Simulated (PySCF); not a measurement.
# C6H10BNO: magnetic properties

Wanted: magnetic properties for C6H10BNO (`C=C1[C@@H](B(C)C)N1C=O`).

Programs: PySCF 2.14.0, with routines of our own; each step states its level. All values are computed. Atoms count from 0.

## (1) The starting structure

19 atoms, charge 0, multiplicity 1; geometry from: GFN2-xTB.

## (2) Magnetic properties: GIAO CAM-B3LYP/pcSseg-1

Job settings and geometry (Å):

```
{"job": {"kind": "mag", "xc": "CAM-B3LYP", "basis": "pcSseg-1", "isotopologues": 0}, "charge": 0, "multiplicity": 1}
C      1.758218     2.101221     0.397985
C      1.356698     0.857329     0.335976
C      0.441971    -0.241507     0.714895
B     -1.027893    -0.303967     0.165984
C     -1.280972    -0.031971    -1.358759
C     -2.173768    -0.669894     1.179394
N      1.576207    -0.362323    -0.213426
C      1.929943    -1.021722    -1.321394
O      1.497796    -2.094727    -1.661190
H      1.255088     2.813564     1.025908
H      2.606135     2.446893    -0.167798
H      0.651401    -0.690688     1.685861
H     -2.308999     0.222738    -1.602334
H     -1.044902    -0.948849    -1.902855
H     -0.630763     0.735975    -1.776359
H     -3.170271    -0.653659     0.747826
H     -2.170553     0.005201     2.034508
H     -2.009305    -1.665024     1.591272
H      2.734166    -0.489339    -1.867792
```

Level: GIAO CAM-B3LYP/pcSseg-1 magnetisability, rotational g tensor and spin-rotation constants, non-relativistic, gas phase.

Run with:

```
> OMP_NUM_THREADS=1 python excited_run.py task.json out
```

This one command runs all jobs of the session in turn.

Standard output:

```text
coarse grid: 15952 points
cycle   1  E = -388.9092438814  dE =  1.789e+00  |g| = 9.491e-01  |ddm| = 3.915e+00
cycle   2  E = -388.5782627674  dE =  3.310e-01  |g| = 1.660e+00  |ddm| = 2.060e+00
cycle   3  E = -389.0941676110  dE = -5.159e-01  |g| = 1.491e-01  |ddm| = 1.442e+00
cycle   4  E = -389.0984392509  dE = -4.272e-03  |g| = 6.650e-02  |ddm| = 1.465e-01
cycle   5  E = -389.0993371088  dE = -8.979e-04  |g| = 1.422e-02  |ddm| = 5.186e-02
cycle   6  E = -389.0993780821  dE = -4.097e-05  |g| = 5.747e-03  |ddm| = 1.578e-02
cycle   7  E = -389.0993861003  dE = -8.018e-06  |g| = 1.419e-03  |ddm| = 6.958e-03
final grid: 154376 points
cycle   8  E = -389.1791839010  dE = -3.896e-05  |g| = 6.114e-03  |ddm| = 2.208e-02
cycle   9  E = -389.1791811226  dE =  2.778e-06  |g| = 7.603e-03  |ddm| = 8.938e-03
cycle  10  E = -389.1791918585  dE = -1.074e-05  |g| = 1.499e-03  |ddm| = 5.735e-03
cycle  11  E = -389.1791922774  dE = -4.190e-07  |g| = 2.031e-04  |ddm| = 1.036e-03
cycle  12  E = -389.1791922875  dE = -1.007e-08  |g| = 1.137e-04  |ddm| = 3.431e-04
cycle  13  E = -389.1791922906  dE = -3.074e-09  |g| = 2.767e-05  |ddm| = 1.228e-04
cycle  14  E = -389.1791922908  dE = -2.350e-10  |g| = 1.138e-05  |ddm| = 4.738e-05
converged SCF energy = -389.1791922908

Magnetisability tensor (1e-30 J/T^2)
    -1262.98      109.67     -103.94
      109.67    -1361.66       36.41
     -103.94       36.41    -1312.19
isotropic -1312.28   principal values   -1481.79  -1298.52  -1156.52
isotropic susceptibility -79.027 1e-6 cm^3/mol

Inertial axes            a          b          c
rot. const./GHz      1.8344     1.3798     0.9720
chi total           -72.506    -78.150    -86.425
chi diamagnetic    -776.736  -1009.642  -1355.051
chi paramagnetic    704.230    931.492   1268.626
quadrupole/D A        5.475     -7.113      1.638
g nuclear            0.5812     0.5929     0.5731
g electronic        -0.6069    -0.6038    -0.5793
g total             -0.0257    -0.0109    -0.0062

Spin-rotation constants (kHz, H = +C I.J)
atom  isotope        aa         bb         cc
  3    11B        0.888      0.310      0.410
  6    14N        0.190      0.135      0.053
  9     1H       -0.064      0.002     -0.112
 10     1H        0.078     -0.136     -0.086
 11     1H       -0.190     -0.148      0.029
 12     1H       -0.053     -0.157     -0.059
 13     1H       -0.190     -0.011     -0.101
 14     1H       -0.100     -0.123     -0.068
 15     1H       -0.046     -0.135     -0.073
 16     1H       -0.173     -0.011     -0.105
 17     1H       -0.191     -0.120     -0.017
 18     1H        0.097     -0.107     -0.045
  0    13C*       0.577      0.363      0.133
  1    13C*       0.771      0.494      0.179
  2    13C*       0.405      0.267      0.117
  4    13C*       0.296      0.174      0.119
  7    13C*       0.822      0.467      0.279
  8    17O*      -0.733     -1.008     -0.137
* in the singly substituted isotopologue
```

It took 2.7 min on 1 thread of Intel Xeon at 2.50GHz, shared host; peak memory 1.1 GiB.

Key values:

```
              quantity                      value
       magnetisability           -1312·10⁻³⁰ J/T²
  molar susceptibility         -79.0·10⁻⁶ cm³/mol
rotational g (a, b, c)  -0.0257, -0.0109, -0.0062
```

## (3) Magnetic properties: GIAO BP86/6-31G

Settings changed since step 2:

```diff
@@ -1,2 +1,2 @@
-{"job": {"kind": "mag", "xc": "CAM-B3LYP", "basis": "pcSseg-1", "isotopologues": 0}, "charge": 0, "multiplicity": 1}
+{"job": {"kind": "mag", "xc": "BP86", "basis": "6-31G", "scf": {"aux": "cc-pvdz-ri", "max_cycle": 81}}, "charge": 0, "multiplicity": 1}
 C      1.758218     2.101221     0.397985
```

Method: GIAO BP86/6-31G magnetisability, rotational g tensor and spin-rotation constants, non-relativistic, gas phase.

Standard output:

```text
final grid: 154376 points
cycle   1  E = -389.0358119016  dE =  1.397e+00  |g| = 1.092e+00  |ddm| = 4.353e+00
cycle   2  E = -386.9067193089  dE =  2.129e+00  |g| = 3.034e+00  |ddm| = 5.748e+00
cycle   3  E = -389.1844553316  dE = -2.278e+00  |g| = 6.804e-01  |ddm| = 5.271e+00
cycle   4  E = -389.3067460035  dE = -1.223e-01  |g| = 1.595e-01  |ddm| = 9.736e-01
cycle   5  E = -389.3100958187  dE = -3.350e-03  |g| = 1.048e-01  |ddm| = 2.342e-01
cycle   6  E = -389.3129309691  dE = -2.835e-03  |g| = 2.827e-02  |ddm| = 1.232e-01
cycle   7  E = -389.3131095487  dE = -1.786e-04  |g| = 1.270e-02  |ddm| = 3.438e-02
cycle   8  E = -389.3131478995  dE = -3.835e-05  |g| = 4.220e-03  |ddm| = 1.472e-02
cycle   9  E = -389.3131521776  dE = -4.278e-06  |g| = 1.058e-03  |ddm| = 6.830e-03
cycle  10  E = -389.3131523192  dE = -1.416e-07  |g| = 7.305e-04  |ddm| = 2.399e-03
cycle  11  E = -389.3131525166  dE = -1.974e-07  |g| = 7.995e-05  |ddm| = 1.020e-03
cycle  12  E = -389.3131525187  dE = -2.128e-09  |g| = 2.387e-05  |ddm| = 2.050e-04
cycle  13  E = -389.3131525187  dE = -3.411e-11  |g| = 2.277e-05  |ddm| = 6.390e-05
converged SCF energy = -389.3131525187

Magnetisability tensor (1e-30 J/T^2)
    -1231.88      115.71     -101.25
      115.71    -1335.63       39.74
     -101.25       39.74    -1283.63
isotropic -1283.71   principal values   -1458.82  -1266.25  -1126.07
isotropic susceptibility -77.307 1e-6 cm^3/mol

Inertial axes            a          b          c
rot. const./GHz      1.8344     1.3798     0.9720
chi total           -70.764    -76.198    -84.959
chi diamagnetic    -773.893  -1007.422  -1352.769
chi paramagnetic    703.129    931.224   1267.809
quadrupole/D A        4.805     -6.724      1.920
g nuclear            0.5812     0.5929     0.5731
g electronic        -0.6060    -0.6036    -0.5790
g total             -0.0248    -0.0107    -0.0059

Spin-rotation constants (kHz, H = +C I.J)
atom  isotope        aa         bb         cc
  3    11B        0.773      0.269      0.356
  6    14N        0.183      0.130      0.049
  9     1H       -0.081     -0.003     -0.119
 10     1H        0.064     -0.143     -0.093
 11     1H       -0.191     -0.150      0.028
 12     1H       -0.056     -0.165     -0.064
 13     1H       -0.199     -0.016     -0.106
 14     1H       -0.106     -0.128     -0.072
 15     1H       -0.057     -0.142     -0.076
 16     1H       -0.182     -0.015     -0.109
 17     1H       -0.201     -0.126     -0.020
 18     1H        0.082     -0.098     -0.050
  0    13C*       0.490      0.330      0.113
  1    13C*       0.638      0.435      0.159
  2    13C*       0.372      0.240      0.108
  4    13C*       0.262      0.153      0.107
  7    13C*       0.701      0.391      0.240
  8    17O*      -0.665     -0.949     -0.122
* in the singly substituted isotopologue
```

It took 56 s on 1 thread of Intel Xeon at 2.50GHz, shared host; peak memory 0.58 GiB.

A normal end doesn't make this result sound: the fitting basis cc-pvdz-ri is not made for Coulomb and exchange fitting here.

## (4) Summary of results

| quantity | value |
| --- | --- |
| magnetisability (step 2, GIAO CAM-B3LYP/pcSseg-1) | -1312·10⁻³⁰ J/T² |
| molar susceptibility (step 2, GIAO CAM-B3LYP/pcSseg-1) | -79.0·10⁻⁶ cm³/mol |
| rotational g (a, b, c) (step 2, GIAO CAM-B3LYP/pcSseg-1) | -0.0257, -0.0109, -0.0062 |
| runs | 0 failed, 1 ended on unsound input |

The values above hold for this geometry and these levels alone. Vibrational averaging and real surroundings are missing from these values.
